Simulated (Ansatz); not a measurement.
# C3F8: small, medium and large basis sets

The task here is to estimate one member of a computed series from the others.

Program: Ansatz 0.2.0, Gaussian basis. Level of theory: one geometry, several basis sets. These are calculated values, not measurements.

Levels to be run: PBE0-D4/def2-SVP; ωB97M-V/def2-SVP; PBE0-D4/def2-QZVPP; ωB97M-V/def2-QZVPP; the functionals' def2-TZVPP values are taken from earlier runs.

## The geometry

All runs share one geometry, relaxed beforehand with PBE0-D4 in a triple-zeta def2 set.

SMILES `FC(F)(F)C(F)(F)C(F)(F)F`, 11 atoms, charge 0, spin multiplicity 1.

Atoms are counted from 1 here; the program's logs count them from 0.

Bond lengths: F1–C2 1.325 Å, C2–F3 1.325 Å, C2–F4 1.326 Å, C2–C5 1.551 Å, C5–F6 1.338 Å, C5–F7 1.338 Å, C5–C8 1.551 Å, C8–F9 1.326 Å, C8–F10 1.325 Å, C8–F11 1.325 Å. Angles: F1–C2–F3 109.1°, F1–C2–F4 108.8°, F1–C2–C5 110.7°, F3–C2–F4 108.8°, F3–C2–C5 110.7°, F4–C2–C5 108.7°, C2–C5–F6 108.0°, C2–C5–F7 108.0°, C2–C5–C8 115.6°, F6–C5–F7 109.3°, F6–C5–C8 108.0°, F7–C5–C8 108.0°, C5–C8–F9 108.7°, C5–C8–F10 110.7°, C5–C8–F11 110.7°, F9–C8–F10 108.8°, F9–C8–F11 108.8°, F10–C8–F11 109.1°.

The first run:

File in.yaml:

```yaml
crystal:
  periodic: [false, false, false]
  atoms:
    - {symbol: F, position_ang: [0.701469, -1.129037, -1.529187]}
    - {symbol: C, position_ang: [-0.365004, -0.407565, -1.215070]}
    - {symbol: F, position_ang: [-1.352911, -1.221848, -0.872255]}
    - {symbol: F, position_ang: [-0.736382, 0.292736, -2.277483]}
    - {symbol: C, position_ang: [-0.040278, 0.576642, -0.060670]}
    - {symbol: F, position_ang: [-1.139224, 1.297213, 0.188681]}
    - {symbol: F, position_ang: [0.936843, 1.390667, -0.475029]}
    - {symbol: C, position_ang: [0.414653, -0.078465, 1.269977]}
    - {symbol: F, position_ang: [0.653876, 0.879624, 2.154228]}
    - {symbol: F, position_ang: [1.523406, -0.782009, 1.090424]}
    - {symbol: F, position_ang: [-0.531047, -0.875058, 1.747083]}
basis:
  gaussian: {orbitals: def2-SVP}
hamiltonian: {xc: pbe0, dispersion: d4}
output: {orbitals: {seedname: orbitals}}
```

The run is started by

```
$ ansatz run in.yaml --threads 2 --pin off --events-out ev --progress --plain --max-ram 22528MiB --backend cpu
```

Steps of the session up to this table: PBE0-D4 in def2-SVP; ωB97M-V in def2-SVP; PBE0-D4 in def2-QZVPP; ωB97M-V in def2-QZVPP.

One of the session's tables, all rows but one given; the rest of the session is left out.

It belongs to the step «Density functionals: the series». 

| functional | basis | HOMO (eV) | LUMO (eV) |
| --- | --- | --- | --- |
| PBE0-D4 | def2-SVP | -10.68 | 1.56 |
| PBE0-D4 | def2-TZVPP | -10.81 | 1.18 |
| PBE0-D4 | def2-QZVPP | -10.85 | 1.02 |
| ωB97M-V | def2-SVP | -13.04 | 3.96 |
| ωB97M-V | def2-TZVPP | -13.20 | 3.40 |
| ωB97M-V | def2-QZVPP | ? | ? |

Q: Estimate the row for ωB97M-V, def2-QZVPP from the others.

**Answer.** HOMO (eV): -13.25; LUMO (eV): 2.99. In the column «HOMO (eV)» it is the lowest.
